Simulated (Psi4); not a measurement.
# NaBr (SMILES [Na][Br]) at wB97M-V/cc-pVTZ

Aim: the vertical ionisation energy of NaBr at wB97M-V/cc-pVTZ, from 2 runs. 

Program for the calculation: Psi4 1.11.

1 further run of the same task is left out (it didn't finish).

**1. The system as given**

NaBr has 2 atoms, charge 0, and is taken as a singlet. As SMILES, `[Na][Br]`. The coordinates come from a PBE0-D4/def2-TZVP relaxation.

Bond lengths: Na1–Br2 2.507 Å.

**2. The energy at wB97M-V/cc-pVTZ**

The input, job.in:

```
memory 2200 MB

molecule geom {
  0 1
  Na
  Br 1 R2

  R2 = 2.507117
  symmetry c1
  no_reorient
  no_com
}

set {
  puream               true
  e_convergence        1e-09
  d_convergence        1e-08
  scf_type             pk
  dft_radial_points    99
  dft_spherical_points 590
}

e_tot, wfn = energy('wb97m-v/cc-pVTZ', return_wfn=True)
```

The run is started by

```sh
psi4 job.in job.out -n 1
```

job.out:

```text
[...]
  Running in c1 symmetry.
[...]
  Nuclear repulsion =   81.261953912781095
[...]
  Multiplicity = 1
[...]
  Nalpha       = 23
  Nbeta        = 23
[...]
    Number of basis functions: 77
[...]
   @RKS iter   1: -2736.07821739808514   -1.53315e+00   1.56222e-02 DIIS/ADIIS
[...]
   @RKS iter  10: -2736.41639680210756   -1.09139e-11   3.77759e-09 DIIS
[...]
    Orbital Energies [Eh]
    ---------------------
    Doubly Occupied:
       1A   -483.403585     2A    -62.708488     3A    -56.393728
       4A    -56.393326     5A    -56.393326     6A    -38.760235
       7A     -8.787469     8A     -6.566377     9A     -6.564789
      10A     -6.564789    11A     -2.649379    12A     -2.648859
      13A     -2.648859    14A     -2.647582    15A     -2.647579
      16A     -2.402364    17A     -1.304668    18A     -1.304668
      19A     -1.303188    20A     -0.776406    21A     -0.327383
      22A     -0.310162    23A     -0.310162
[...]
  @RKS Final Energy: -2736.41639680210756
   => Energetics <=
    Nuclear Repulsion Energy =             81.2619539127810953
    One-Electron Energy =               -3975.9473792073513323
    Two-Electron Energy =                1242.0246592062117088
    DFT Exchange-Correlation Energy =     -83.9505867574894324
    Empirical Dispersion Energy =           0.0000000000000000
    VV10 Nonlocal Energy =                  0.1949560437405959
    Total Energy =                      -2736.4163968021075561
[...]
 Multipole Moments:
 ------------------------------------------------------------------------------------
     Multipole            Electronic (a.u.)      Nuclear  (a.u.)        Total (a.u.)
 ------------------------------------------------------------------------------------
 L = 1.  Multiply by 2.5417464519 to convert [e a0] to [Debye]
 Dipole X            :         -0.0000000            0.0000000           -0.0000000
 Dipole Y            :         -0.0000000            0.0000000           -0.0000000
 Dipole Z            :         -0.5619386           -2.9502808           -3.5122195
 Magnitude           :                                                    3.5122195
[...]
```

Wall time 66 s (1 thread of Intel Xeon 6975P-C (Granite Rapids), shared host); peak memory 1.7 GiB.

**3. The doublet cation**

The input, brna_ase.py:

```python
import numpy as np
from ase.calculators.psi4 import Psi4
from ase import Atoms

atoms = Atoms(['Na', 'Br'], positions=[
    [1.067110, -0.379380, 0.537360],
    [-1.067110, 0.379380, -0.537360],
])
calc = Psi4(atoms=atoms, method='wb97m-v', basis='cc-pVTZ', memory='2200MB', num_threads=1, charge=1, multiplicity=2, label='calc', reference='uks')
calc.psi4.set_options({'puream': True, 'e_convergence': 1e-09, 'd_convergence': 1e-08, 'scf_type': 'pk', 'dft_radial_points': 99, 'dft_spherical_points': 590, 'maxiter': 100})
atoms.calc = calc

print(f'energy: {atoms.get_potential_energy():.6f} eV')
```

The run is started by

```sh
python brna_ase.py
```

calc.dat:

```text
[...]
  Running in c1 symmetry.
[...]
  Nuclear repulsion =   81.261959260460387
[...]
  Multiplicity = 2
[...]
  Nalpha       = 23
  Nbeta        = 22
[...]
    Number of basis functions: 77
[...]
   @UKS iter   1: -2735.91956745820244   -1.37450e+00   1.33491e-02 DIIS/ADIIS
[...]
   @UKS iter   9: -2736.09536568494241   -4.54747e-13   2.65056e-09 DIIS
[...]
   @S^2 Observed:                7.522440417E-01
[...]
    Orbital Energies [Eh]
    ---------------------
    Alpha Occupied:
       1A   -483.754757     2A    -63.057280     3A    -56.748135
       4A    -56.740959     5A    -56.740630     6A    -38.973366
       7A     -9.136504     8A     -6.928570     9A     -6.908321
      10A     -6.906942    11A     -3.008171    12A     -3.003489
      13A     -3.002337    14A     -2.987325    15A     -2.987281
      16A     -2.613397    17A     -1.516191    18A     -1.515632
      19A     -1.515160    20A     -1.121054    21A     -0.665727
      22A     -0.639186    23A     -0.621993
    Alpha Virtual:
      24A     -0.185634    25A     -0.119744    26A     -0.116795
[...]
  @UKS Final Energy: -2736.09536568494241
   => Energetics <=
    Nuclear Repulsion Energy =             81.2619592604603866
    One-Electron Energy =               -3961.6152307117481541
    Two-Electron Energy =                1227.8964375031039253
    DFT Exchange-Correlation Energy =     -83.8310888195873929
    Empirical Dispersion Energy =           0.0000000000000000
    VV10 Nonlocal Energy =                  0.1925570828282209
    Total Energy =                      -2736.0953656849428626
[...]
 Multipole Moments:
 ------------------------------------------------------------------------------------
     Multipole            Electronic (a.u.)      Nuclear  (a.u.)        Total (a.u.)
 ------------------------------------------------------------------------------------
 L = 1.  Multiply by 2.5417464519 to convert [e a0] to [Debye]
 Dipole X            :          0.0078048            2.5114697            2.5192745
 Dipole Y            :         -0.0027748           -0.8928802           -0.8956550
 Dipole Z            :          0.0039302            1.2646900            1.2686202
 Magnitude           :                                                    2.9594491
[...]
```

The script printed:

```text
energy: -74452.947195 eV
```

It took 67 s on 1 thread of Intel Xeon 6975P-C (Granite Rapids), shared host; peak memory 1.7 GiB.

**4. Outcome**

At wB97M-V/cc-pVTZ:

| quantity | value |
| --- | --- |
| singlet NaBr: total energy | -2736.41640 Eh |
| singlet NaBr: dipole moment | 8.93 D |
| singlet NaBr: HOMO energy | -8.44 eV |
| singlet NaBr: LUMO energy | -1.12 eV |
| singlet NaBr: HOMO–LUMO gap | 7.32 eV |
| doublet cation: total energy | -2736.09537 Eh |
| doublet cation: HOMO energy (highest over α and β) | -16.49 eV |
| doublet cation: LUMO energy (lowest over α and β) | -9.10 eV |
| doublet cation: ⟨S²⟩ | 0.752 |
| vertical ionisation energy (to the doublet cation) | 8.736 eV |

Removing an electron at fixed nuclei costs 8.74 eV (843 kJ/mol). −ε(HOMO) before ionisation, 8.44 eV, is 0.30 eV below this ionisation energy.
